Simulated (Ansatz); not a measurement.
# AuCl: ionisation energy by level of theory

One table from this session's results is given with a row withheld; the runs are named, their logs left out.

Program: Ansatz 0.2.0, Gaussian basis. Level of theory: unrestricted cation, the program's frozen cores in correlated methods. These are calculated values, not measurements.

Levels to be run: UKS PBE-D4/def2-TZVPP; UKS r2SCAN-D4/def2-TZVPP; UKS PBE0-D4/def2-TZVPP; UKS B3LYP-D4/def2-TZVPP; UKS wB97X-V/def2-TZVPP; UKS wB97M-V/def2-TZVPP; UKS B2PLYP/def2-TZVPP; UHF-CCSD(T)/def2-TZVPP; UHF-CCSD(T)/def2-QZVPP; extrapolation to the limit; then −ε(HOMO) from the neutral's earlier runs with LDA (SPW92), PBE-D4, revPBE-D4, BLYP-D4, r2SCAN-D4, B97M-V, PBE0-D4, B3LYP-D4, r2SCANh-D4, r2SCAN0-D4, HSE06-D4, BHLYP-D4, CAM-B3LYP-D4, LC-ωPBE, ωB97X-V, ωB97M-V.

### Structure used throughout

All runs share one geometry, relaxed beforehand with PBE0-D4 in a triple-zeta def2 set. Au takes the def2 core potential; no spin-orbit term is included.

SMILES `[Cl][Au]`, 2 atoms, charge 0, spin multiplicity 1.

Atoms are counted from 1 here; the program's logs count them from 0.

Bond lengths: Cl1–Au2 2.225 Å.

The first run:

Input file in.yaml:

```yaml
crystal:
  periodic: [false, false, false]
  atoms:
    - {symbol: Cl, position_ang: [0.961703, -0.368726, 0.477770]}
    - {symbol: Au, position_ang: [-0.932203, 0.308526, -0.473670]}
basis:
  gaussian: {orbitals: def2-TZVPP}
total_charge: 1
magnetization: {spin_polarized: true, initial_magnetization: 1}
hamiltonian: {xc: pbe, dispersion: d4}
```

Run with:

```console
$ ansatz run in.yaml --threads 2 --pin off --events-out ev --progress --plain --max-ram 32768MiB --backend cpu
```

Steps of the session up to this table: Cation, UKS PBE-D4/def2-TZVPP; Cation, UKS r2SCAN-D4/def2-TZVPP; Cation, UKS PBE0-D4/def2-TZVPP; Cation, UKS B3LYP-D4/def2-TZVPP; Cation, UKS wB97X-V/def2-TZVPP; Cation, UKS wB97M-V/def2-TZVPP; Cation, UKS B2PLYP (frozen core)/def2-TZVPP; Cation, UHF-CCSD(T)/def2-TZVPP; Cation, UHF-CCSD(T)/def2-QZVPP.

One table of the session follows, with a row left open; its other results are not shown here.

It belongs to the step «Ionisation energies side by side». Orbital estimates, from the neutral's runs:

| functional | −ε(HOMO) (eV) |
| --- | --- |
| LDA (SPW92) | 6.96 |
| PBE-D4 | 6.75 |
| revPBE-D4 | 6.68 |
| BLYP-D4 | 6.64 |
| r2SCAN-D4 | ? |
| B97M-V | 6.98 |
| PBE0-D4 | 8.00 |
| B3LYP-D4 | 7.80 |
| r2SCANh-D4 | 7.47 |
| r2SCAN0-D4 | 8.19 |
| HSE06-D4 | 7.61 |
| BHLYP-D4 | 9.15 |
| CAM-B3LYP-D4 | 9.34 |
| LC-ωPBE | 10.57 |
| ωB97X-V | 10.28 |
| ωB97M-V | 10.18 |

Estimate the missing values for r2SCAN-D4.

Worked estimate for «−ε(HOMO) (eV)». Against the share of exact exchange, r2SCANh-D4 (0.1, 7.47), r2SCAN0-D4 (0.25, 8.19) give a slope of 4.80 per unit share; at 0 the line stands at 6.99.

**Answer.** −ε(HOMO) (eV): 6.99. In «−ε(HOMO) (eV)» the line misses by 0.00.
